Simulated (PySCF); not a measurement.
# C2H10AsGa: the cost of one run

The runs use PySCF 2.14.0, with density-fitted response routines of our own; the level of theory stands in each step. All values are computed, except where a source is named. Atoms are numbered from 0 throughout.

## Step 1: The starting structure

14 atoms, charge 0, multiplicity 1; geometry from: GFN2-xTB. The atoms were then displaced at random by about 0.01 Å, so the start is not that level's minimum.

Bonds of the start (Å): C0–C1 1.51, C1–As2 1.96, As2–Ga3 2.71, C0–H4 1.11, C0–H5 1.06, C0–H6 1.11, C1–H7 1.10, C1–H8 1.09, As2–H9 1.47, As2–H10 1.50, Ga3–H11 1.57, Ga3–H12 1.60, Ga3–H13 1.51.

## Step 2: Optimising the geometry at PBE0-D3(BJ)/def2-SVP

Job settings and geometry (Å):

```
{"job": {"xc": "PBE0", "basis": "def2-SVP", "d3": "d3bj", "grid": 1, "shake": 0.01, "kind": "geom"}, "charge": 0, "multiplicity": 1}
C     -2.114750    -0.196600     0.400010
C     -0.704390     0.324710     0.289460
As     0.534570    -0.945520    -0.541580
Ga     2.660640     0.714350    -0.277830
H     -2.537530    -0.401590    -0.605040
H     -2.184390    -1.076250     0.993820
H     -2.762400     0.578000     0.861560
H     -0.287340     0.576950     1.280540
H     -0.656640     1.258960    -0.278130
H     -0.316430    -1.333450    -1.680670
H      0.100050    -2.156940     0.237900
H      2.490230     0.801740     1.284670
H      1.923730     1.850980    -1.125350
H      3.847510    -0.010430    -0.857080
```

Command:

```bash
$ OMP_NUM_THREADS=1 python probes_run.py task.json out
```

One launch serves the whole session: the jobs run in the order shown.

**Question.** How long does this first job take on 1 thread of Arm Neoverse V2, shared host, and how much memory does it need?

About 88 s, with a peak of 0.54 GiB.
